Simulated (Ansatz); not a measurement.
**C2H5FSSi: one species, many methods**

How much do the methods differ for C2H5FSSi? The plan is to run it at one geometry with functionals of several rungs and with coupled cluster. The yardstick is the atomisation energy at the CCSD(T) limit.

The runs use Ansatz 0.2.0, Gaussian basis; functionals in def2-TZVPP, the program's frozen cores in correlated methods.

The runs, in order: PBE-D4, r2SCAN-D4, PBE0-D4, B3LYP-D4, ωB97X-V, ωB97M-V, B2PLYP; CCSD(T)/def2-TZVPP; MP2/def2-QZVPP; extrapolation to the limit.

**1. The geometry**

The geometry comes from an earlier relaxation with PBE0-D4 in a triple-zeta def2 set; it is a stationary point, not always the lowest conformer.

10 atoms, charge 0, spin multiplicity 1.

Atoms are counted from 1 here; the program's logs count them from 0.

Bond lengths: C1–C2 1.322 Å, C1–H6 1.082 Å, C1–H7 1.080 Å, C2–F3 1.342 Å, C2–S4 1.754 Å, S4–Si5 2.151 Å, Si5–H8 1.483 Å, Si5–H9 1.483 Å, Si5–H10 1.481 Å. Angles: C2–C1–H6 120.1°, C2–C1–H7 120.2°, H6–C1–H7 119.6°, C1–C2–F3 120.3°, C1–C2–S4 125.3°, F3–C2–S4 114.3°, C2–S4–Si5 99.9°, S4–Si5–H8 103.3°, S4–Si5–H9 110.2°, S4–Si5–H10 112.0°, H8–Si5–H9 111.0°, H8–Si5–H10 110.1°, H9–Si5–H10 110.1°.

**2. PBE-D4 (GGA)**

File in.yaml:

```yaml
crystal:
  periodic: [false, false, false]
  atoms:
    - {symbol: C, position_ang: [-1.680127, 0.813924, 1.193832]}
    - {symbol: C, position_ang: [-0.588761, 0.741049, 0.451786]}
    - {symbol: F, position_ang: [0.577488, 1.220023, 0.912363]}
    - {symbol: S, position_ang: [-0.515775, 0.113727, -1.184127]}
    - {symbol: Si, position_ang: [1.340602, -0.967229, -1.082162]}
    - {symbol: H, position_ang: [-1.648194, 1.298704, 2.160736]}
    - {symbol: H, position_ang: [-2.609639, 0.398115, 0.835408]}
    - {symbol: H, position_ang: [1.367732, -1.718001, -2.360531]}
    - {symbol: H, position_ang: [1.332326, -1.892946, 0.076543]}
    - {symbol: H, position_ang: [2.507649, -0.058764, -1.000948]}
basis:
  gaussian: {orbitals: def2-TZVPP}
hamiltonian: {xc: pbe, dispersion: d4}
output: {forces: true, orbitals: {seedname: orbitals}}
```

Launch:

```sh
> ansatz run in.yaml --threads 4 --pin off --events-out ev --progress --plain --max-ram 10444MiB
```

After this run come: r2SCAN-D4 (meta-GGA); PBE0-D4 (hybrid); B3LYP-D4 (hybrid); ωB97X-V (range-separated); ωB97M-V (range-separated); B2PLYP (double hybrid); CCSD(T) in def2-TZVPP; MP2 in def2-QZVPP.

Before running them: what should the planned runs give, taken together? Wanted: atomisation energy, CCSD(T)/CBS; farthest; mean size of error, hybrid; mean size of error, range-separated; gap, smallest and largest; T1 diagnostic; triples share of the correlation energy.

As calculated:

| quantity | value |
| --- | --- |
| atomisation energy, CCSD(T)/CBS | 37.084 eV |
| functionals within 0.185 eV (0.5 %) | PBE0-D4, B3LYP-D4 |
| farthest | PBE-D4 (+0.913 eV) |
| mean size of error, hybrid | 0.075 eV |
| mean size of error, range-separated | 0.215 eV |
| gap, smallest and largest | 4.67 eV (PBE-D4), 11.16 eV (ωB97X-V) |
| T1 diagnostic | 0.0126 |
| triples share of the correlation energy | 4.1 % |

What this shows: PBE-D4 misses by +0.913 eV. Double hybrids carry the basis error of their MP2 part in triple zeta, and no dispersion term here, so their miss is partly the set-up's. Misses under about 0.185 eV are within the doubt on the reference itself, which lacks core-valence correlation, relativity and higher excitations. Hartree-Fock recovers 72 % of the binding; the rest is correlation. The gap grows from 4.7 to 11.2 eV across the functionals, mostly with the share of exact exchange.
